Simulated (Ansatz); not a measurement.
**Cl2F2Zr: a dynamics run in two tries**

Wanted: a short trajectory, and a check that the input is sound.

All numbers below are computed with Ansatz 0.2.0 (RKS r2SCAN/def2-SVP).

## Step 1: The starting structure

Bond lengths: Zr1–Cl2 2.340 Å, Zr1–F3 1.872 Å, Zr1–F4 1.851 Å, Zr1–Cl5 2.425 Å. Angles: Cl2–Zr1–F3 109.8°, Cl2–Zr1–F4 117.9°, Cl2–Zr1–Cl5 107.8°, F3–Zr1–F4 107.0°, F3–Zr1–Cl5 112.2°, F4–Zr1–Cl5 102.1°.

As a file:

```xyz
5

Zr    0.0122    0.0137    0.0407
Cl   -0.0123   -0.0783    2.3789
F     1.7798    0.0797   -0.5732
F    -0.8980    1.4000   -0.7807
Cl   -1.1725   -1.9328   -0.7895
```

## Step 2: First attempt

input.yaml reads:

```yaml
crystal:
  periodic: [false, false, false]
  atoms:
    - { symbol: Zr, position_ang: [0.012207, 0.013662, 0.040722] }
    - { symbol: Cl, position_ang: [-0.012288, -0.078291, 2.37889] }
    - { symbol: F, position_ang: [1.779809, 0.079673, -0.573231] }
    - { symbol: F, position_ang: [-0.898005, 1.399957, -0.780687] }
    - { symbol: Cl, position_ang: [-1.172538, -1.932821, -0.789459] }
basis:
  gaussian: { orbitals: def2-SVP }
hamiltonian:
  xc: r2scan
md:
  timestep: 2.0
  n_steps: 25
  ensemble: nvt_langevin
  temperature: 30000.0
  initial_velocities: maxwell_boltzmann
  seed: 974831
  friction: 0.01
```

The run is started by

```sh
ansatz run input.yaml --threads 2 --pin off --max-ram 3072MiB --backend cpu --events-out ev --progress --plain --runs-dir out
```

What does the calculation give? Wanted: first try.

**Answer**, as computed:

| quantity | value |
| --- | --- |
| first try | timeout |
| cause | the temperature is tens of thousands of kelvin, several eV an atom, which tears any bond |

**Reading.** The program did not catch the first fault at the input check, so it cost a run.
